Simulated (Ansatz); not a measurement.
# S6Se (cyclo-S-S-S-S-S-S-Se): the cost of one run

Method: RKS PBE-D4/def2-SVP; program: Ansatz 0.2.0.

1 further run of the same task is left out (it didn't finish).

## 1. Where the work starts

7 atoms, charge 0, spin multiplicity 1.

Atoms are counted from 1 here; the program's logs count them from 0.

Bond lengths: S1–S2 2.200 Å, S1–Se7 2.213 Å, S2–S3 1.988 Å, S3–S4 2.334 Å, S4–S5 1.988 Å, S5–S6 2.200 Å, S6–Se7 2.213 Å. Angles: S2–S1–Se7 101.3°, S1–S2–S3 106.9°, S2–S3–S4 105.2°, S3–S4–S5 105.2°, S4–S5–S6 106.9°, S5–S6–Se7 101.3°, S1–Se7–S6 103.0°.

As a file:

```xyz
7
charge 0, multiplicity 1
S     1.24801    1.34280    1.25751
S    -0.15572    1.88109   -0.34839
S    -1.96194    1.29929    0.24294
S    -2.13348   -0.93298   -0.41763
S    -0.40379   -1.34907   -1.30407
S     0.99357   -1.96927    0.27753
Se    2.41336   -0.27184    0.29209
```

## 2. Relaxation

Contents of input.yaml:

```yaml
crystal:
  periodic: [false, false, false]
  atoms:
    - { symbol: S, position_ang: [1.248009, 1.342796, 1.257514] }
    - { symbol: S, position_ang: [-0.155717, 1.881086, -0.348389] }
    - { symbol: S, position_ang: [-1.96194, 1.299291, 0.242944] }
    - { symbol: S, position_ang: [-2.133481, -0.932981, -0.417627] }
    - { symbol: S, position_ang: [-0.403794, -1.349072, -1.304072] }
    - { symbol: S, position_ang: [0.993572, -1.969273, 0.27753] }
    - { symbol: Se, position_ang: [2.413361, -0.271837, 0.29209] }
basis:
  gaussian: { orbitals: def2-SVP }
hamiltonian:
  xc: pbe
  dispersion: d4
output:
  forces: true
relax:
  f_tol: 0.003
  max_steps: 120
```

Started as:

```
ansatz run input.yaml --threads 1 --pin off --max-ram 2560MiB --backend cpu --events-out ev --progress --plain --runs-dir out
```

Q: Estimate wall time and peak memory on 1 thread of Arm Neoverse V1, shared host.

About 28 s, with a peak of 0.22 GiB.
